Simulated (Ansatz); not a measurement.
Working through energies of removing a hydrogen of C3H6OSi, SMILES C[Si]1(O)C=C1

With Ansatz 0.2.0 through its Python package.

The script reads `c3h6osi.xyz`:
```text
11

C    -1.39390    0.78440    0.32370
Si    0.12130   -0.06910    0.35100
O     0.79960   -0.40500    1.77970
C     1.27770    0.02050   -1.03240
C     0.55520   -1.13340   -0.99560
H    -1.35870    1.83190    0.77790
H    -2.20470    0.29340    0.85140
H    -1.76780    1.00910   -0.71470
H     1.67670   -0.87270    1.78960
H     1.91980    0.52400   -1.61120
H     0.44020   -2.04000   -1.49880
```

Run as a notebook:

```python
import ansatz as az
```

```python
def single_point(molecule, charge=0, unpaired=0):
    calc = (
        molecule.calculation()
        .basis(gaussian="def2-TZVP")
        .functional("r2SCAN")
    )
    if charge:
        calc = calc.charge(charge)
    if unpaired:
        calc = calc.spin("collinear", total=unpaired)
    report = calc.run(threads=1).report
    if report["published_state_doubts"]:
        print("  doubts:", report["published_state_doubts"])
    return report["free_energy_ev"]

def without(molecule, index):
    rest = az.Crystal.molecule()
    for i, site in enumerate(molecule.cartesian_sites):
        if i != index:
            rest = rest.atom(site.symbol, site.position_ang)
    return rest
```

```python
system = az.Crystal.molecule_from_extxyz("c3h6osi.xyz")
```

```python
whole = single_point(system, 0)
hydrogen = single_point(az.Crystal.molecule().atom("H", (0, 0, 0)), 0, 1)
print(f"E(molecule) = {whole:.5f} eV, E(H) = {hydrogen:.5f} eV")
for index in [7, 8, 10]:
    radical = single_point(without(system, index), 0, 1)
    print(f"H{index}: homolysis {96.485332 * (radical + hydrogen - whole):.1f} kJ/mol")
```

    E(molecule) = -13131.31244 eV, E(H) = -13.60370 eV
    H7: homolysis 463.4 kJ/mol
    H8: homolysis 451.2 kJ/mol
    H10: homolysis 412.3 kJ/mol

Caveats:
- Total energies depend on the basis set; only differences at equal settings carry meaning.
- The geometry is a force-field or estimated start, not a minimum of this method, and the basis set is short of its limit. All parts are taken at fixed geometry, without zero-point energy.
- Wall time of the script: 100 s on 1 thread of Arm Neoverse V2, with other jobs on the host, peak memory 0.55 GiB.
